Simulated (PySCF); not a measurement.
# C4H8Ge: the cost of one run

The runs use PySCF 2.14.0, with density-fitted response routines of our own; the level of theory stands in each step. All values are computed, except where a source is named. Atoms count from 0, in the outputs and in this text.

### 1 The starting structure

13 atoms, charge 0, multiplicity 1; geometry from: GFN2-xTB. The atoms were then displaced at random by about 0.01 Å, so the start is not that level's minimum.

Bonds of the start (Å): C0–C1 1.46, C1–C2 1.21, C2–C3 1.40, C3–Ge4 2.01, C0–H5 1.08, C0–H6 1.11, C0–H7 1.07, C3–H8 1.08, C3–H9 1.11, Ge4–H10 1.51, Ge4–H11 1.51, Ge4–H12 1.49.

### 2 Relaxing the molecule at PBE0-D3(BJ)/def2-SVP

What the job is given:

```
{"job": {"xc": "PBE0", "basis": "def2-SVP", "d3": "d3bj", "grid": 1, "shake": 0.01, "kind": "geom"}, "charge": 0, "multiplicity": 1}
C      2.741990     0.632410    -0.265430
C      1.430600     0.068910     0.049520
C      0.361840    -0.428930     0.319500
C     -0.870110    -1.004700     0.640620
Ge    -2.402330     0.116640    -0.006760
H      3.278520     0.859480     0.641720
H      2.590240     1.594570    -0.805220
H      3.311910    -0.017620    -0.902270
H     -0.981640    -1.991120     0.203570
H     -0.993320    -1.138740     1.736870
H     -3.723860    -0.509900     0.357470
H     -2.357940     1.483890     0.629410
H     -2.380070     0.318230    -1.487900
```

Launch:

```console
OMP_NUM_THREADS=1 python probes_run.py task.json out
```

The driver reads the jobs from task.json and runs them one after another.

**Question.** How long does this first job take on 1 thread of Arm Neoverse N1, shared host, and how much memory does it need?

About 49 s, with a peak of 0.52 GiB.
